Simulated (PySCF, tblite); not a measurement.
# C₃H₄BF₃S: geometry, infrared bands and NMR shifts

Wanted: the infrared bands and NMR shifts of C₃H₄BF₃S (`CBSC(F)=C(F)F`), by calculation.

Computed with tblite 0.8.0 and PySCF 2.14.0, with density-fitted response routines of our own, on a single molecule in the gas phase. Atoms are numbered from 0 throughout.

**1. Starting geometry**

12 atoms, charge 0, multiplicity 1; geometry from: force field or distance geometry start.

Bonds of the start (Å): C0–B1 1.55, B1–S2 1.88, S2–C3 1.79, C3–F4 1.36, C3–C5 1.34, C5–F6 1.36, C5–F7 1.37, C0–H8 1.12, C0–H9 1.11, C0–H10 1.12, B1–H11 1.21.

**2. Optimising the geometry with GFN2-xTB**

What the job is given:

```
{"job": {"kind": "relax", "xc": "GFN2-xTB", "basis": "xTB"}, "charge": 0, "multiplicity": 1}
C     -2.503800     0.197900    -0.117100
B     -1.278300    -0.709600     0.181800
S      0.359000    -0.315100    -0.652600
C      1.687800    -0.058300     0.520000
F      1.514500    -0.167300     1.866300
C      2.879500     0.227100    -0.032600
F      2.906400     0.297900    -1.392100
F      3.997800     0.445600     0.736600
H     -2.676300     0.149100    -1.219100
H     -3.424800    -0.151800     0.402100
H     -2.250200     1.254200     0.144600
H     -1.210400    -1.170500     1.300700
```

Launch:

```
$ OMP_NUM_THREADS=1 python probes_run.py task.json out
```

The driver reads the jobs from task.json and runs them one after another.

**Question.** This job is followed by: GFN2-xTB harmonic vibrations, gas phase; GIAO PBE0/pcSseg-1 NMR shielding, non-relativistic, gas phase. Predict these results of the whole session: strongest single infrared mode (GFN2-xTB); zero-point energy (GFN2-xTB); ¹³C shifts against TMS (PBE0/pcSseg-1); ¹H shifts against TMS (PBE0/pcSseg-1, means over atoms taken as alike); ¹¹B shifts against BF3·OEt2 (PBE0/pcSseg-1); ³³S shifts against CS2 (PBE0/pcSseg-1); ¹⁹F shifts against CFCl3 (PBE0/pcSseg-1); surface potential, 1st and 99th percentile.

As calculated:

| quantity | value |
| --- | --- |
| strongest single infrared mode (GFN2-xTB) | 973 cm⁻¹, 288 km/mol |
| zero-point energy (GFN2-xTB) | 42.7 kcal/mol |
| ¹³C shifts against TMS (PBE0/pcSseg-1) | 166.4, 136.5, 9.6 ppm |
| ¹H shifts against TMS (PBE0/pcSseg-1, means over atoms taken as alike) | 7.49, 1.15 ppm |
| ¹¹B shifts against BF3·OEt2 (PBE0/pcSseg-1) | 66.0 ppm |
| ³³S shifts against CS2 (PBE0/pcSseg-1) | 134 ppm |
| ¹⁹F shifts against CFCl3 (PBE0/pcSseg-1) | -96.8, -118.4, -177.5 ppm |
| surface potential, 1st and 99th percentile | -0.45 V and 0.98 V |

What this shows: The optimisation took 88 steps and gained 0.946 eV; among the close pairs (by a distance rule), B1–S2 changed most, from 1.880 to 1.781 Å. No mode is imaginary among the 30: a minimum at this level. The strongest single mode, at 973 cm⁻¹, moves mainly C3 and F7. Unscaled tight-binding wavenumbers are off by several per cent, some by more. Its intensities can rank the bands wrongly. At PBE0/pcSseg-1: The widest tensor belongs to S2: span 326 ppm, with a paramagnetic part of -689 ppm. At PBE0/pcSseg-1, counted by nearest atom on the grid, the HOMO lies on S2 26 %; C3, C5 about 23 % each, the LUMO on B1 50 %; S2 13 %.
